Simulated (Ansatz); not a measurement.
## Ta, space group P4/mbm: a band structure, step by step

Program: Ansatz 0.2.0 through its Python package.

Run as a notebook:

**Cell 1**
```python
import ansatz as az
import matplotlib.pyplot as plt
import numpy as np
```

**Cell 2**
```python
lattice = az.Lattice.of(
    [22.709111, 0.0, 0.0],
    [0.0, 22.709111, 0.0],
    [0.0, 0.0, 2.37728],
)
sites = [
    ("Ta", [0.318629, 0.818629, 0.0]),
    ("Ta", [0.681371, 0.181371, 0.0]),
    ("Ta", [0.181371, 0.318629, 0.0]),
    ("Ta", [0.818629, 0.681371, 0.0]),
]
system = az.Crystal(lattice=lattice)
for symbol, position in sites:
    system = system.atom(symbol, position)
```

**Cell 3**
```python
path = [
    ("G", (0.0, 0.0, 0.0)),
    ("X", (0.0, 0.5, 0.0)),
    ("M", (0.5, 0.5, 0.0)),
    ("G", (0.0, 0.0, 0.0)),
    ("Z", (0.0, 0.0, 0.5)),
    ("R", (0.0, 0.5, 0.5)),
    ("A", (0.5, 0.5, 0.5)),
]
calc = (
    system.calculation()
    .functional("pbesol")
    .kpoints(2, 2, 11)
    .occupations("fermi_dirac", width=0.1)
    .band_structure([point for _, point in path], intervals=4)
    .scf(extra_bands=8)
)
res = calc.run(threads=1)
rep = res.report

rep["free_energy_ev"]
```
Output:
```text
DeckWarning: basis.ecutwfc = 420 eV, auto-derived from the records' recommended cutoffs: set by Ta (normal level)
-39203.896677630415
```

**Cell 4**
```python
energy = rep["free_energy_ev"]
print("F of the Ta cell: {:.6f} eV = {:.6f} Ry = {:.6f} Ha".format(energy, energy / 13.605693, energy / 27.211386))
print("Fermi level {:.4f} eV, {} k-points, {} symmetry operations".format(rep["fermi_energy_ev"], rep["n_kpoints"], rep["n_symmetry_ops"]))
```
Output:
```text
F of the Ta cell: -39203.896678 eV = -2881.433285 Ry = -1440.716643 Ha
Fermi level -2.8055 eV, 18 k-points, 16 symmetry operations
```

**Cell 5**
```python
terms = rep["components"]
{name: round(terms[name], 3) for name in ("e_kinetic", "e_hartree", "e_xc", "e_local", "e_nonlocal", "e_ewald", "e_paw") if name in terms}
```
Output:
```text
{'e_kinetic': 1457.203,
 'e_hartree': 5536.744,
 'e_xc': -850.166,
 'e_local': -12898.548,
 'e_nonlocal': 80.721,
 'e_ewald': 560.849,
 'e_paw': -33091.15}
```

**Cell 6**
```python
bands = res.band_structure()
fermi = bands.fermi_energy_ev
print(f"zero of the bands: {fermi:.3f} eV, the Fermi level found on the SCF mesh")
reciprocal = 2 * np.pi * np.linalg.inv(res.lattice.cell_ang).T
steps = np.linalg.norm(np.diff(bands.kpoints_frac @ reciprocal, axis=0), axis=1)
distance = np.concatenate([[0], np.cumsum(steps)])
fig, ax = plt.subplots(figsize=(5, 4))
for channel, colour in zip(bands.channels, ("C0", "C3")):
    ax.plot(distance, channel.eigenvalues_ev - fermi, colour, lw=1)
ax.set_xticks(distance[::4], [label for label, _ in path])
ax.set(ylim=(-6, 6), ylabel="E - E_F (eV)", xlim=(0, distance[-1]))
ax.grid(axis="x")
fig.savefig("bands.png", dpi=100)
first = bands.channels[0].eigenvalues_ev - fermi
near = np.argsort(np.abs(first.mean(axis=0)))[:4]
for band in sorted(near):
    print(f"band {band + 1}: {first[:, band].min():.3f} to {first[:, band].max():.3f} eV")
```
Output:
```text
zero of the bands: -2.806 eV, the Fermi level found on the SCF mesh
band 25: -0.215 to 2.279 eV
band 26: -0.215 to 2.279 eV
band 27: -0.215 to 2.279 eV
band 28: -0.215 to 2.279 eV
```

Reading the output:
- Total energies depend on the potentials; only differences at equal settings carry meaning. A total without «per atom» is that of the cell as typed.
- No spin polarisation was allowed.
- The cell holds layers, chains or clusters in vacuum, no bulk phase.
- The energy terms are those on the plane-wave grid, with the one-centre PAW part apart; the terms shown are only some of the summands, so they needn't add up to F.
- The computed bands are complete only to about 0.9 eV above the Fermi level.
- Only differences from the Fermi energy are physical; the zero of the scale is a convention.
- Points of the mesh across the vacuum add cost only.
- Legs of the path along the vacuum direction only repeat the in-plane bands.
- This isn't the structure that Ta takes at ambient conditions.
- Gaps and levels are Kohn-Sham values on a finite set of k-points, without spin-orbit coupling.
- Warnings are shown shortened and without file and line.
- Hardware and time: 79 s on 1 thread of Intel(R) Xeon(R) Processor @ 2.30GHz (shared host), peak memory 1.4 GiB.
